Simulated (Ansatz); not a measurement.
# Zr4O: properties at the relaxed cell

An exercise on one series of results from a longer session: the logs are not shown, and one member is left open.

Computed with Ansatz 0.2.0 (DFT PBEsol, scalar-relativistic, plane waves, PAW, unless a step's input says otherwise).

### The system as given

The structure is trigonal, space group R-3 (No. 148). The conventional cell has a = 5.581 Å, b = 5.581 Å, c = 30.846 Å, α = 90.00°, β = 90.00°, γ = 120.00°. Zr (site symmetry 1) has 1 O at 2.26 Å in its first shell of neighbours. Around Zr (site symmetry 1) lie 2 O at 2.24 to 2.25 Å. O (site symmetry -3) is surrounded by 6 Zr at 2.25 Å. Around O (site symmetry 3) lie 6 Zr at 2.24 to 2.26 Å.

Coordinates:

```
Zr O
1.0
     2.79043    1.61105   10.28187
    -2.79043    1.61105   10.28187
     0.00000   -3.22211   10.28187
Zr O
12 3
Direct
  0.62322 0.96219 0.29156
  0.12362 0.46717 0.78491
  0.96219 0.29156 0.62322
  0.46717 0.78491 0.12362
  0.29156 0.62322 0.96219
  0.78491 0.12362 0.46717
  0.03781 0.70844 0.37678
  0.53283 0.21509 0.87638
  0.37678 0.03781 0.70844
  0.87638 0.53283 0.21509
  0.70844 0.37678 0.03781
  0.21509 0.87638 0.53283
  0.50000 0.50000 0.50000
  0.25012 0.25012 0.25012
  0.74988 0.74988 0.74988
```

It goes back to an entry of the Materials Project, which need not be the stable form.

This cell was relaxed beforehand with the same method: volume 18.49 Å³/atom, gap on the mesh none (metal).

Set-up of the first run:

File input.yaml:

```yaml
crystal:
  lattice:
    - [2.7622373014, 1.5947784495, 10.1780026896]
    - [-2.7622373014, 1.5947784495, 10.1780026896]
    - [0.0, -3.189556899, 10.1780026896]
  atoms:
    - { symbol: Zr, position: [0.6232228817, 0.9621858644, 0.2915575534] }
    - { symbol: Zr, position: [0.1236160783, 0.467165029, 0.7849132144] }
    - { symbol: Zr, position: [0.9621858644, 0.2915575534, 0.6232228817] }
    - { symbol: Zr, position: [0.467165029, 0.7849132144, 0.1236160783] }
    - { symbol: Zr, position: [0.2915575534, 0.6232228817, 0.9621858644] }
    - { symbol: Zr, position: [0.7849132144, 0.1236160783, 0.467165029] }
    - { symbol: Zr, position: [0.0378141356, 0.7084424466, 0.3767771183] }
    - { symbol: Zr, position: [0.532834971, 0.2150867856, 0.8763839217] }
    - { symbol: Zr, position: [0.3767771183, 0.0378141356, 0.7084424466] }
    - { symbol: Zr, position: [0.8763839217, 0.532834971, 0.2150867856] }
    - { symbol: Zr, position: [0.7084424466, 0.3767771183, 0.0378141356] }
    - { symbol: Zr, position: [0.2150867856, 0.8763839217, 0.532834971] }
    - { symbol: O, position: [0.5, 0.5, 0.5] }
    - { symbol: O, position: [0.2501190539, 0.2501190539, 0.2501190539] }
    - { symbol: O, position: [0.7498809461, 0.7498809461, 0.7498809461] }
basis:
  ecutwfc: 420
kpoints:
  mp_grid: { grid: [6, 6, 6] }
hamiltonian:
  xc: pbesol
scf:
  occupations: { method: gaussian, width: 0.1 }
output:
  forces: true
  stress: true
  eigenvalues: true
  write_density: true
  write_potential: true
  elf: true
  volumetric_format: npy
relax:
  adjacent_minimum: "off"
  f_tol: 0.01
  max_steps: 30
  cell: { stress_tol: 0.1, fix: [volume] }
```

Command:

```bash
ansatz run input.yaml --threads 4 --pin off --max-ram 10240MiB --backend cpu --events-out ev --progress --plain --runs-dir out
```

Steps of the session up to this table: The cell scaled to 0.97 of its volume; Volume × 1.03; Volume × 0.94; Point at V/V0 = 1.06; Point at V/V0 = 0.91; Volume × 1.10; Volume × 0.88.

One of the session's tables, all rows but one given; the rest of the session is left out.

It belongs to the step «Fit of the equation of state». 

| volume (Å³/atom) | energy above the lowest point (meV/atom) | pressure (GPa) |
| --- | --- | --- |
| 16.270 | 132.2 | 21.05 |
| 16.825 | 70.6 | 14.63 |
| 17.380 | ? | ? |
| 17.934 | 7.1 | 4.20 |
| 18.489 | 0.0 | 0.00 |
| 19.044 | 6.5 | -3.65 |
| 19.598 | 24.7 | -6.80 |
| 20.338 | 64.6 | -10.36 |

Q: Estimate the row for volume (Å³/atom) = 17.380 from the others.

Worked estimate for «energy above the lowest point (meV/atom)». A straight line through the neighbours (16.825, 70.6) and (17.934, 7.1) gives 70.6 + (7.1 − 70.6) × (17.380 − 16.825) / (17.934 − 16.825) = 38.8; a parabola fitted to 4 rows on both sides gives 29.7.

The run gave: energy above the lowest point (meV/atom): 29.8; pressure (GPa): 9.05. In «energy above the lowest point (meV/atom)» the line misses by +9.0 and the parabola by -0.1.
